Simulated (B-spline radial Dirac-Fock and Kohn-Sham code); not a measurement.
# An X-ray data sheet for Tl⁶⁺, step by step

Wanted for Tl⁶⁺: how cheaper methods do for the levels.

The numbers are computed with B-spline radial Dirac-Fock and Kohn-Sham code (version 5): a free atom or ion on a radial basis; each step names its model.

### Step 1. What is computed

Tl⁶⁺, [Xe] 4f14 5d7.

- nuclear charge: 81
- electrons: 75
- mass number: 205
- nuclear rms radius: 5.4759 fm

### Step 2. Dirac PBE, for comparison

Model: Dirac-Kohn-Sham PBE, finite nucleus, spherical and without spin polarisation.

The item in task.json (cfg lists n, l and electrons):

```json
{
  "Z": 81,
  "q": 6,
  "cfg": [[1, 0, 2], [2, 0, 2], [2, 1, 6], [3, 0, 2], [3, 1, 6], [3, 2, 10], [4, 0, 2], [4, 1, 6], [4, 2, 10], [4, 3, 14], [5, 0, 2], [5, 1, 6], [5, 2, 7]],
  "A": 205,
  "rrms": 5.4759,
  "tag": "ground",
  "do": ["pbe", "binding", "quiet"],
  "hv": [35.4, 58.4, 73.8, 76.3, 118.0, 226.0, 421.0, 434.0, 652.0, 1730.0, 3280.0, 3410.0, 5680.0, 7300.0, 8190.0, 9570.0, 10200.0, 17400.0, 42000.0, 42800.0, 58300.0, 59500.0, 87000.0, 96100.0],
  "s": [0, 0.07, 0.09, 0.11, 0.13, 0.16, 0.2, 0.25, 0.3, 0.37, 0.45, 0.55, 0.68, 0.83, 1.02, 1.25, 1.53, 1.87, 2.3, 2.82, 3.45, 4.23, 5.18],
  "pz": [0, 0.1, 0.14, 0.19, 0.25, 0.34, 0.47, 0.64, 0.87, 1.2, 1.6, 2.2, 3.0, 4.1, 5.5, 7.6, 10.0, 14.0, 19.0, 26.0, 35.0],
  "hv_scatter": [1000, 2000, 5000, 8047.8, 10000, 17479.3, 30000, 50000],
  "holes": ["K", "L1", "L2", "L3", "M1", "M2", "M3", "M4", "M5", "N1", "N2", "N3", "N4", "N5", "N6", "N7"]
}
```

Run with:

```
> python xray_run.py task.json out
```

What does the calculation give? Wanted: Dirac PBE, K: eigenvalue / ΔSCF.

**Answer**, as computed:

| quantity | value |
| --- | --- |
| Dirac PBE, K: eigenvalue / ΔSCF | 85517.7 / 86154.1 eV |

In words: Dirac PBE misses the K level by -0.1 % with its eigenvalue and by +0.6 % with ΔSCF. Breit and QED terms, which only the reference holds, shift this level by tenths of a per cent, so the eigenvalue's nearness can be cancellation. The Hartree-Fock and Dirac-Fock values hold no electron correlation.
